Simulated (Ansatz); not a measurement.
# CH3BBrFSi: up Jacob's ladder to CCSD(T)

The task here is to estimate one member of a computed series from the others.

Program: Ansatz 0.2.0, Gaussian basis. Level of theory: functionals in def2-TZVPP, the program's frozen cores in correlated methods. These are calculated values, not measurements.

Plan: PBE-D4, r2SCAN-D4, PBE0-D4, B3LYP-D4, ωB97X-V, ωB97M-V, B2PLYP; CCSD(T)/def2-TZVPP; MP2/def2-QZVPP; extrapolation to the limit.

## The relaxed structure

The geometry comes from an earlier relaxation with PBE0-D4 in a triple-zeta def2 set; it is a stationary point, not always the lowest conformer.

SMILES `F[Si]1(Br)BC1`, 8 atoms, charge 0, spin multiplicity 1.

Atoms are counted from 1 here; the program's logs count them from 0.

Bond lengths: F1–Si2 1.592 Å, Si2–Br3 2.199 Å, Si2–B4 1.878 Å, Si2–C5 2.013 Å, B4–C5 1.488 Å, B4–H6 1.185 Å, C5–H7 1.099 Å, C5–H8 1.089 Å. Angles: F1–Si2–Br3 105.2°, F1–Si2–B4 127.8°, F1–Si2–C5 104.9°, Br3–Si2–B4 127.0°, Br3–Si2–C5 124.8°, B4–Si2–C5 44.8°, Si2–B4–C5 72.4°, Si2–B4–H6 138.2°, C5–B4–H6 131.0°, Si2–C5–B4 62.8°, Si2–C5–H7 81.1°, Si2–C5–H8 146.6°, B4–C5–H7 124.5°, B4–C5–H8 123.7°, H7–C5–H8 109.9°.

Set-up of the first run:

in.yaml

```yaml
crystal:
  periodic: [false, false, false]
  atoms:
    - {symbol: F, position_ang: [-0.550539, -2.087354, 0.518063]}
    - {symbol: Si, position_ang: [0.094644, -0.654578, 0.774905]}
    - {symbol: Br, position_ang: [2.045559, -1.060118, 1.703974]}
    - {symbol: B, position_ang: [-0.605244, 1.022824, 0.302890]}
    - {symbol: C, position_ang: [-0.171298, 0.348115, -0.950378]}
    - {symbol: H, position_ang: [-0.508051, 2.151128, 0.652397]}
    - {symbol: H, position_ang: [-0.514325, -0.643821, -1.274620]}
    - {symbol: H, position_ang: [0.301554, 0.866804, -1.782930]}
basis:
  gaussian: {orbitals: def2-TZVPP}
hamiltonian: {xc: pbe, dispersion: d4}
output: {forces: true, orbitals: {seedname: orbitals}}
```

On the command line:

```
$ ansatz run in.yaml --threads 4 --pin off --events-out ev --progress --plain --max-ram 10444MiB
```

Steps of the session up to this table: PBE-D4 (GGA); r2SCAN-D4 (meta-GGA); PBE0-D4 (hybrid); B3LYP-D4 (hybrid); ωB97X-V (range-separated); ωB97M-V (range-separated); B2PLYP (double hybrid); CCSD(T) in def2-TZVPP; MP2 in def2-QZVPP.

One of the session's tables, all rows but one given; the rest of the session is left out.

It belongs to the step «Atomisation energies». 

```
            method  atomisation energy (kJ/mol)
            PBE-D4                       2997.1
         r2SCAN-D4                       2958.4
           PBE0-D4                       2938.9
          B3LYP-D4                       2903.2
           ωB97X-V                       2922.1
           ωB97M-V                       2927.8
            B2PLYP                       2881.9
     HF/def2-TZVPP                       2142.3
    MP2/def2-TZVPP                       2922.6
   CCSD/def2-TZVPP                       2774.0
CCSD(T)/def2-TZVPP                       2830.3
           MP2/CBS                            ?
       CCSD(T)/CBS                       2917.9
```

Q: Estimate the row for MP2/CBS from the others.

As computed: atomisation energy (kJ/mol): 3010.2. In the column «atomisation energy (kJ/mol)» it is the highest.

Caveats from the session: Free atoms (1 F, 1 Si, 1 Br, 1 B, 1 C, 3 H) were run apart at each level; the atomisation energy is their sum less the molecule, without zero-point or spin-orbit terms.
